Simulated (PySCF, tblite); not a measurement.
# C₄H₇BrN₂Si: geometry, infrared bands and NMR shifts

What infrared bands and NMR shifts should C₄H₇BrN₂Si (`Cc1nccn1[SiH2]Br`) show?

The runs use tblite 0.8.0 and PySCF 2.14.0, with density-fitted response routines of our own; the level of theory stands in each step. All values are computed, except where a source is named. Atoms are numbered from 0 throughout.

**1. Starting geometry**

15 atoms, charge 0, multiplicity 1; geometry from: force field or distance geometry start.

Bonds of the start (Å): C0–C1 1.50, C1–N2 1.30, N2–C3 1.38, C3–C4 1.37, C4–N5 1.36, N5–Si6 1.76, Si6–Br7 2.21, N5–C1 1.37, C0–H8 1.10, C0–H9 1.09, C0–H10 1.09, C3–H11 1.07, C4–H12 1.08, Si6–H13 1.49, Si6–H14 1.49.

**2. Geometry optimisation with GFN2-xTB**

Job settings and geometry (Å):

```
{"job": {"kind": "relax", "xc": "GFN2-xTB", "basis": "xTB"}, "charge": 0, "multiplicity": 1}
C     -0.777500    -1.655500     0.760500
C     -0.849800    -0.289500     0.145000
N     -1.951700     0.374100    -0.062100
C     -1.589700     1.572200    -0.646900
C     -0.223500     1.631300    -0.761600
N      0.231700     0.448400    -0.262400
Si     1.933800     0.012400    -0.166400
Br     2.492100    -1.245100    -1.896600
H     -1.792100    -2.015500     0.980700
H     -0.233500    -1.639200     1.707500
H     -0.323200    -2.370900     0.076600
H     -2.328000     2.302600    -0.923400
H      0.414600     2.407800    -1.160900
H      2.206200    -0.760300     1.079800
H      2.786200     1.235300    -0.165100
```

Launch:

```sh
$ OMP_NUM_THREADS=1 python probes_run.py task.json out
```

One launch serves the whole session: the jobs run in the order shown.

**Question.** This job is followed by: GFN2-xTB harmonic vibrations, gas phase; GIAO PBE0/pcSseg-1 NMR shielding, non-relativistic, gas phase. Predict these results of the whole session: strongest single infrared mode (GFN2-xTB); zero-point energy (GFN2-xTB); 13C shifts against TMS (PBE0/pcSseg-1); 1H shifts against TMS (PBE0/pcSseg-1, means over atoms taken as alike); 15N shifts against NH3 (PBE0/pcSseg-1); 29Si shifts against TMS (PBE0/pcSseg-1); 79Br shifts against HBr (PBE0/pcSseg-1); surface potential, 1st and 99th percentile.

The runs gave:

```
                                                              quantity                          value
                             strongest single infrared mode (GFN2-xTB)           742 cm⁻¹, 468 km/mol
                                          zero-point energy (GFN2-xTB)                  65.8 kcal/mol
                                13C shifts against TMS (PBE0/pcSseg-1)  152.9, 135.7, 125.5, 18.6 ppm
1H shifts against TMS (PBE0/pcSseg-1, means over atoms taken as alike)     7.16, 6.76, 5.94, 2.73 ppm
                                15N shifts against NH3 (PBE0/pcSseg-1)               312.4, 183.8 ppm
                               29Si shifts against TMS (PBE0/pcSseg-1)                      -20.4 ppm
                               79Br shifts against HBr (PBE0/pcSseg-1)                         -6 ppm
                                 surface potential, 1st and 99th percentile             -1.91 V and 1.72 V
```

The optimisation took 113 steps and gained 0.145 eV; among the close pairs (by a distance rule), Si6–H14 changed most, from 1.491 to 1.449 Å. All 39 modes are real, so the xTB geometry is a minimum. The strongest single mode, at 742 cm⁻¹, moves mainly H13 and H14. GFN2-xTB is a fitted tight-binding method: band positions and strengths are rough. Its intensities can rank the bands wrongly. At PBE0/pcSseg-1: The largest span, 523 ppm, is at Br7, where the paramagnetic term is -497 ppm. NICS(1)zz of -28 ppm above the planar ring from C1 marks a diatropic (aromatic) ring current. By nearest atom (PBE0/pcSseg-1), the HOMO sits on C4 30 %; C1, C3 about 22 % each and the LUMO on Si6 23 %; Br7 20 %. Spin-orbit coupling is left out, which matters for shieldings and couplings at and beside the heavy atoms.
